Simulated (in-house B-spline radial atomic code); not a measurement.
# Co⁺ in a hard spherical wall

What does confinement do to Co⁺? The free system is solved first, then the same system inside hard walls. More than one configuration is followed.

Method: Dirac-Hartree-Fock, average of configuration, Fermi nucleus, basis-set limit. Code: in-house B-spline radial atomic code version 1.

### 1 Starting point

- element: cobalt (Z = 27)
- charge: +1
- electrons: 26
- configuration: [Ar] 3d8
- Hamiltonian: Dirac-Coulomb
- nucleus: Fermi, rms radius 3.788 fm

Outer shells as boxes (Hund's rule):

[Ar] 3d8
```
[Ar] core
3d [↑↓][↑↓][↑↓][↑ ][↑ ]
```

The boxes only draw the lowest term's filling; these runs average over all states of the configuration.

The run's settings:

```ini
Z = 27
electrons = 26.0
configuration = [Ar] 3d8
hamiltonian = dirac
method = hf
spin_polarised = False
nucleus = fermi
rms_radius = 3.7875
mass_number = 59
atomic_mass = 58.933193524
speed_of_light = 137.035999084
```

This reference run was done before. Its total energy is -1391.757136 hartree, and its levels are (the highest eight at most):

| orbital | occupation | energy (eV) | <r> (bohr) |
| --- | --- | --- | --- |
| 2s1/2 | 2 | -967.46 | 0.2539 |
| 2p1/2 | 2 | -835.19 | 0.2224 |
| 2p3/2 | 4 | -820.12 | 0.2254 |
| 3s1/2 | 2 | -128.17 | 0.7790 |
| 3p1/2 | 2 | -86.599 | 0.8207 |
| 3p3/2 | 4 | -84.636 | 0.8302 |
| 3d3/2 | 3.2 | -19.759 | 1.097 |
| 3d5/2 | 4.8 | -19.544 | 1.105 |

### 2 Wall at 7.8 bohr, configuration [Ar] 3d8

The run's settings:

```ini
Z = 27
electrons = 26.0
configuration = [Ar] 3d8
hamiltonian = dirac
method = hf
spin_polarised = False
nucleus = fermi
rms_radius = 3.7875
mass_number = 59
atomic_mass = 58.933193524
speed_of_light = 137.035999084
wall_radius = 7.8
```

### 3 Wall at 4.97 bohr, configuration [Ar] 3d8

Settings: those of step 2 with these lines changed.

```diff
@@ -11,2 +11,2 @@
 speed_of_light = 137.035999084
-wall_radius = 7.8
+wall_radius = 4.97
```

### 4 Wall at 3.89 bohr, configuration [Ar] 3d8

Settings: those of step 3 with these lines changed.

```diff
@@ -11,2 +11,2 @@
 speed_of_light = 137.035999084
-wall_radius = 4.97
+wall_radius = 3.89
```

### 5 Wall at 2.8 bohr, configuration [Ar] 3d8

Settings: those of step 4 with these lines changed.

```diff
@@ -11,2 +11,2 @@
 speed_of_light = 137.035999084
-wall_radius = 3.89
+wall_radius = 2.8
```

### 6 Wall at 1.87 bohr, configuration [Ar] 3d8

Settings: those of step 5 with these lines changed.

```diff
@@ -11,2 +11,2 @@
 speed_of_light = 137.035999084
-wall_radius = 2.8
+wall_radius = 1.87
```

### 7 Wall at 7.8 bohr, configuration [Ne] 3s2 3p5 3d9

The run's settings:

```ini
Z = 27
electrons = 26.0
configuration = [Ne] 3s2 3p5 3d9
hamiltonian = dirac
method = hf
spin_polarised = False
nucleus = fermi
rms_radius = 3.7875
mass_number = 59
atomic_mass = 58.933193524
speed_of_light = 137.035999084
wall_radius = 7.8
```

### 8 Wall at 4.97 bohr, configuration [Ne] 3s2 3p5 3d9

Settings: those of step 7 with these lines changed.

```diff
@@ -11,2 +11,2 @@
 speed_of_light = 137.035999084
-wall_radius = 7.8
+wall_radius = 4.97
```

### 9 Wall at 3.89 bohr, configuration [Ne] 3s2 3p5 3d9

Settings: those of step 8 with these lines changed.

```diff
@@ -11,2 +11,2 @@
 speed_of_light = 137.035999084
-wall_radius = 4.97
+wall_radius = 3.89
```

### 10 Wall at 2.8 bohr, configuration [Ne] 3s2 3p5 3d9

Settings: those of step 9 with these lines changed.

```diff
@@ -11,2 +11,2 @@
 speed_of_light = 137.035999084
-wall_radius = 3.89
+wall_radius = 2.8
```

### 11 Wall at 1.87 bohr, configuration [Ne] 3s2 3p5 3d9

Settings: those of step 10 with these lines changed.

```diff
@@ -11,2 +11,2 @@
 speed_of_light = 137.035999084
-wall_radius = 2.8
+wall_radius = 1.87
```

Before running: What do the energy and the highest level do as the wall closes in, and which configuration is lower at each radius?

The runs gave:

| configuration | radius (bohr) | energy above the free system (eV) | highest level (eV) |
| --- | --- | --- | --- |
| [Ar] 3d8 | 7.8 | 6.2e-04 | -19.541 (3d5/2) |
| [Ar] 3d8 | 4.97 | 0.160 | -19.279 (3d5/2) |
| [Ar] 3d8 | 3.89 | 1.247 | -18.205 (3d5/2) |
| [Ar] 3d8 | 2.8 | 10.756 | -12.945 (3d5/2) |
| [Ar] 3d8 | 1.87 | 99.614 | 11.895 (3d5/2) |
| [Ne] 3s2 3p5 3d9 | 7.8 | 63.528 | -20.094 (3d5/2) |
| [Ne] 3s2 3p5 3d9 | 4.97 | 63.684 | -19.841 (3d5/2) |
| [Ne] 3s2 3p5 3d9 | 3.89 | 64.800 | -18.757 (3d5/2) |
| [Ne] 3s2 3p5 3d9 | 2.8 | 74.942 | -13.274 (3d5/2) |
| [Ne] 3s2 3p5 3d9 | 1.87 | 168.65 | 12.480 (3d5/2) |

For [Ar] 3d8 the energy above the free reference is 6.2e-04 eV at 7.8 bohr and 99.614 eV at 1.87 bohr. Its highest level passes zero between 2.8 and 1.87 bohr; in smaller spheres the level is positive, pushed up by confinement, and the wall keeps the electron in. Of [Ar] 3d8 and [Ne] 3s2 3p5 3d9, the first stays lower at every radius that both share. A hard wall is a crude model of an atom's surroundings.
